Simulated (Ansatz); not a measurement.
**Sodium, omega (AlB2-type) under LDA: structure, energy and stiffness**

The plan for sodium in the omega (AlB2-type) structure: relax it, solve it on a dense k-mesh, then scale the cell to 7 volumes from 88 to 112 % of the relaxed one and try a fit of the equation of state. Spin polarisation is left out. The k-meshes are 6×6×9 for the relaxation; 8×8×12 for the dense run; 7×7×10 for the volumes.

Program: Ansatz 0.2.0. Level of theory: DFT LDA (PW92), plane waves (420 eV) with PAW, scalar-relativistic; PBE-made PAW files. These are calculated values, not measurements.

### Step 1. The structure to begin with

It takes space group P6/mmm (No. 191, hexagonal). The conventional cell has a = 5.973 Å, b = 5.973 Å, c = 3.661 Å, α = 90.00°, β = 90.00°, γ = 120.00°. Na (site symmetry 6/mmm) has 14 Na at 3.66 to 3.90 Å as nearest neighbours. Na (site symmetry -6m2) is surrounded by 11 Na at 3.45 to 3.90 Å.

Structure file:

```cif
data_structure
_symmetry_space_group_name_H-M 'P6/mmm'
_symmetry_Int_Tables_number 191
_cell_length_a 5.9730
_cell_length_b 5.9730
_cell_length_c 3.6615
_cell_angle_alpha 90.000
_cell_angle_beta 90.000
_cell_angle_gamma 120.000
_cell_volume 113.13
loop_
_atom_site_label
_atom_site_type_symbol
_atom_site_symmetry_multiplicity
_atom_site_Wyckoff_symbol
_atom_site_fract_x
_atom_site_fract_y
_atom_site_fract_z
_atom_site_occupancy
Na1 Na 1 a 0.00000 0.00000 0.00000 1
Na2 Na 2 d 0.33333 0.66667 0.50000 1
```

### Step 2. Relaxation of the cell

File input.yaml:

```yaml
crystal:
  lattice:
    - [5.9730126002, 0.0, 0.0]
    - [-2.9865063001, 5.1727806489, 0.0]
    - [0.0, 0.0, 3.6614567239]
  atoms:
    - { symbol: Na, position: [0.0, 0.0, 0.0] }
    - { symbol: Na, position: [0.3333333333, 0.6666666667, 0.5] }
    - { symbol: Na, position: [0.6666666667, 0.3333333333, 0.5] }
hamiltonian:
  xc: lda
  pseudopotentials:
    kind: paw
    azcp:
      Na: "pseudopotentials/Na.paw.azcp"
basis:
  ecutwfc: 420
  fft_grid_basis: typed
kpoints:
  mp_grid: { grid: [6, 6, 9], shift: [0, 0, 0] }
magnetization:
  spin_polarized: false
scf:
  occupations: { method: fermi_dirac, width: 0.1 }
relax:
  max_steps: 60
  f_tol: 0.01
  cell: {}
output:
  write_density: true
  write_potential: true
  elf: true
  volumetric_format: npy
```

Further steps of the session: The energy on a finer k-mesh; Volume × 0.88; Volume × 0.92; Volume × 0.96; Volume × 1.0; Volume × 1.04; Volume × 1.08; Volume × 1.12.

Before running it: what results should come out? Wanted: space group; conventional cell; volume; shortest distance; gap on the mesh; relative to bcc; V₀, B₀, B₀′.

The runs gave:

| quantity | value |
| --- | --- |
| space group (spins left aside) | P6/mmm (No. 191) |
| conventional cell | a = 5.816 Å, c = 3.439 Å (c/a = 0.591) |
| volume | 33.574 Å³/atom |
| shortest distance | 3.358 Å |
| gap on the mesh | none (levels filled in part) |
| relative to bcc | +12 meV/atom |
| V₀, B₀, B₀′ | 33.559 Å³/atom, 8.9 GPa, 3.7 |

The relaxation shrank the cell by 11.0 % in volume. Against the reference form of sodium (bcc, computed apart with the same settings) it stands 12 meV/atom higher. No gap shows: it is a metal or semimetal at this level. The fitted modulus is 8.9 GPa, a soft solid; letting shape and positions relax at each volume could only lower it. The symmetry was held, so the structure may be unstable against distortions that break it.
